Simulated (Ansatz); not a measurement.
Working through a convergence test of the plane-wave cutoff of GaCu3, space group Pm-3m

With the Python package of Ansatz (0.2.0).

Contents of `POSCAR`:
```text
GaCu3
1.0
   3.64539486    0.00000000    0.00000000
   0.00000000    3.64539486    0.00000000
   0.00000000    0.00000000    3.64539486
Ga Cu
1 3
Direct
   0.00000000    0.00000000    0.00000000
   0.50000000    0.00000000    0.50000000
   0.50000000    0.50000000    0.00000000
   0.00000000    0.50000000    0.50000000
```

The cells in order, each with its output:

```python
from dataclasses import dataclass
import warnings

import ansatz as az
from ase.io import read
from tabulate import tabulate
```

```python
@dataclass
class RunConfig:
    max_iterations: int = 200
    k_density: float = 2.7
    sigma: float = 0.3
    xc: str = "r2scan"
```

```python
cfg = RunConfig()

warnings.simplefilter("ignore", az.DeckWarning)
```

```python
atoms = read("POSCAR", format="vasp")
system = az.Crystal.from_ase(atoms)
```

```python
job = (
    system.calculation()
    .scf(max_iterations=cfg.max_iterations)
    .kpoints(density=cfg.k_density)
    .initial_density(normalization="atom")
    .occupations(az.OccupationsMethod.METHFESSEL_PAXTON, width=cfg.sigma)
    .functional(cfg.xc)
)
```

```python
rows = []
for value in [250, 350, 450, 550, 650]:
    data = job.basis(value).run().report
    rows.append((value, data["free_energy_ev"] / len(data["lattice"]["sites"]), data["n_iterations"], data["n_pw"]))
```

    

```python
print(tabulate(rows, headers=["cutoff (eV)", "F/atom (eV)", "iterations", "plane waves"], floatfmt=".4f", tablefmt="plain"))
```

      cutoff (eV)    F/atom (eV)    iterations    plane waves
              250     -5918.8956            10            461
              350     -5921.0651            10            739
              450     -5921.0749            10           1021
              550     -5921.0771            10           1365
              650     -5921.0774            10           1839

```python
# the last row is the reference
for row in rows[:-1]:
    shift = 1000 * (row[1] - rows[-1][1])
    print(f"{row[0]}: {shift:+.2f} meV/atom" + ("  (within 5 meV)" if abs(shift) < 5 else ""))
```

    250: +2181.76 meV/atom
    350: +12.26 meV/atom
    450: +2.44 meV/atom  (within 5 meV)
    550: +0.25 meV/atom  (within 5 meV)

From 450 eV on it stays within 5 meV an atom of the value at 650 eV; the first row (250 eV) is off by 2181.8 meV and the last but one by 0.25 meV. The energy falls steadily, as expected when plane waves are added.

Caveats:
- The mesh is modest for a metal, so energies can be off by several to tens of meV an atom and pressures by half a GPa or more; differences at equal mesh fare better.
- This cell is a computed structure, which may not be the phase found in nature.
- Shifts are counted from the last row, which is itself no proven limit.
- The script silences the warnings on its input, which a real study should read.
- Finished in 7.9 s on 1 thread of Intel(R) Xeon(R) 6975P-C (Granite Rapids), on a shared host, peak memory 0.58 GiB.

(Lines on the test bed's own set-up are left out of the output.)
